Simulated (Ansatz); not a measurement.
**BiAs (rocksalt type): how the settings move a single-point run**

How sensitive is a single-point run of BiAs (rocksalt type) to its settings? A reference run comes first, then one run with altered input.

Method: reference: DFT, PBE, PAW with Ansatz's default frozen-core files, scalar-relativistic, in Ansatz 0.2.0.

2 further runs of the same task are left out: 2 that didn't finish. Runs told in other sessions of the task aren't counted.

## 1. The structure to begin with

Symmetry: Fm-3m, No. 225, cubic system. The conventional cell has a = 5.600 Å, b = 5.600 Å, c = 5.600 Å, α = 90.00°, β = 90.00°, γ = 90.00°. Bi (site symmetry m-3m) has 6 As at 2.80 Å in its first shell of neighbours. As (site symmetry m-3m) is surrounded by 6 Bi at 2.80 Å.

Coordinates:

```cif
data_structure
_symmetry_space_group_name_H-M 'P 1'
_symmetry_Int_Tables_number 1
_cell_length_a 3.9600
_cell_length_b 3.9600
_cell_length_c 3.9600
_cell_angle_alpha 60.000
_cell_angle_beta 60.000
_cell_angle_gamma 60.000
_cell_volume 43.91
loop_
_atom_site_label
_atom_site_type_symbol
_atom_site_fract_x
_atom_site_fract_y
_atom_site_fract_z
_atom_site_occupancy
Bi1 Bi 0.00000 0.00000 0.00000 1
As1 As 0.50000 0.50000 0.50000 1
```

## 2. Baseline

Contents of input.yaml:

```yaml
crystal:
  lattice:
    - [0.0, 2.8001778019, 2.8001778019]
    - [2.8001778019, 0.0, 2.8001778019]
    - [2.8001778019, 2.8001778019, 0.0]
  atoms:
    - { symbol: Bi, position: [0.0, 0.0, 0.0] }
    - { symbol: As, position: [0.5, 0.5, 0.5] }
kpoints:
  mp_grid: { grid: [13, 13, 13] }
scf:
  occupations: { method: fermi_dirac, width: 0.05 }
hamiltonian:
  xc: pbe
  pseudopotentials: { kind: paw }
output:
  forces: true
  stress: true
  eigenvalues: true
  populations: true
```

The run is started by

```console
> ansatz run input.yaml --threads 1 --pin off --max-ram 2048MiB --backend cpu --events-out ev --progress --plain --runs-dir out
```

## 3. Changing settings: mp_grid.shift [0.5, 0.5, 0.5], dr2_threshold 1.0e-11

input.yaml: that of step 2 with these lines changed.

```diff
@@ -9,5 +9,6 @@
 kpoints:
-  mp_grid: { grid: [13, 13, 13] }
+  mp_grid: { grid: [13, 13, 13], shift: [0.5, 0.5, 0.5] }
 scf:
   occupations: { method: fermi_dirac, width: 0.05 }
+  convergence: { dr2_threshold: 1.0e-11 }
 hamiltonian:
```

**Question.** What will these runs give? Wanted: for each run, ending; energy change; pressure; gap; force.

As calculated:

| run | ending | energy change | pressure (GPa) | gap (eV) | force (eV/Å) | cycles | time |
| --- | --- | --- | --- | --- | --- | --- | --- |
| reference | converged | 0 | 23.0 | 0.00 | 0.00 | 6 | 5.3 s |
| 1: mp_grid.shift [0.5, 0.5, 0.5], dr2_threshold 1.0e-11 | converged | +0.2 meV/atom | 23.0 | 0.00 | 0.00 | 9 | 16 s |

Residual by cycle in the longest SCF loop of each run; runs are numbered as in the table. The quantity is the density residual dr2, in eV.

```
cycle  reference    run 1
    1    0.00181  0.00223
    2     4.6e-4   5.7e-4
    3     5.9e-5   1.1e-4
    4     4.0e-6   6.2e-6
    5     9.9e-7   1.4e-6
    6     6.4e-8   9.0e-8
    7          -   3.9e-9
    8          -  8.8e-11
    9          -  6.1e-12
```

Changing the k-point mesh and convergence setting leaves the energy as it was (+0.2 meV/atom). Cost: 9 SCF cycles against 6, 16 s against 5.3 s. Semilocal functionals close small gaps, and spin-orbit coupling, left out here, moves these band edges, so the missing gap need not be the real solid's. The structure is not at rest: the sound run finds 23 GPa, so these are no properties of the relaxed crystal. 
